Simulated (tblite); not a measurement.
# C3H12ClFSi3: the cost of one run

The runs use tblite 0.8.0 and PySCF 2.14.0, with density-fitted response routines of our own; the level of theory stands in each step. All values are computed, except where a source is named. Atoms count from 0, in the outputs and in this text.

## (1) The molecule as given

20 atoms, charge 0, multiplicity 1; geometry from: force field or distance geometry start.

Bonds of the start (Å): C0–C1 1.51, C1–Cl2 1.78, C1–C3 1.54, C3–Si4 1.88, Si4–Si5 2.30, Si5–Si6 2.30, Si6–F7 1.61, C0–H8 1.10, C0–H9 1.10, C0–H10 1.09, C1–H11 1.11, C3–H12 1.08, C3–H13 1.10, Si4–H14 1.48, Si4–H15 1.49, Si5–H16 1.50, Si5–H17 1.49, Si6–H18 1.48, Si6–H19 1.48.

## (2) Optimising the geometry with GFN2-xTB

Job settings and geometry (Å):

```
{"job": {"kind": "relax", "xc": "GFN2-xTB", "basis": "xTB"}, "charge": 0, "multiplicity": 1}
C     -2.937000     1.095100     0.375700
C     -1.864400     0.051400     0.156000
Cl    -1.565300    -0.123100    -1.591900
C     -0.565900     0.446200     0.883800
Si     0.690300    -0.911400     1.212400
Si     1.867000    -1.536800    -0.661800
Si     2.749000     0.396900    -1.536900
F      3.705300     1.114700    -0.452600
H     -3.181800     1.192900     1.441600
H     -3.872300     0.820200    -0.141200
H     -2.632600     2.079700     0.009800
H     -2.236300    -0.924200     0.520300
H     -0.092300     1.289400     0.399100
H     -0.833800     0.805400     1.887800
H      1.636400    -0.421400     2.245700
H     -0.015800    -2.083700     1.796500
H      2.944400    -2.502800    -0.282000
H      0.981600    -2.235900    -1.634800
H      3.549500     0.110900    -2.746900
H      1.669000     1.347200    -1.883600
```

The run is started by

```console
OMP_NUM_THREADS=1 python probes_run.py task.json out
```

This one command runs all jobs of the session in turn.

Q: Estimate the wall time and peak memory of this first job on 1 thread of Arm Neoverse N1, shared host.

About 4 s, with a peak of 0.18 GiB.
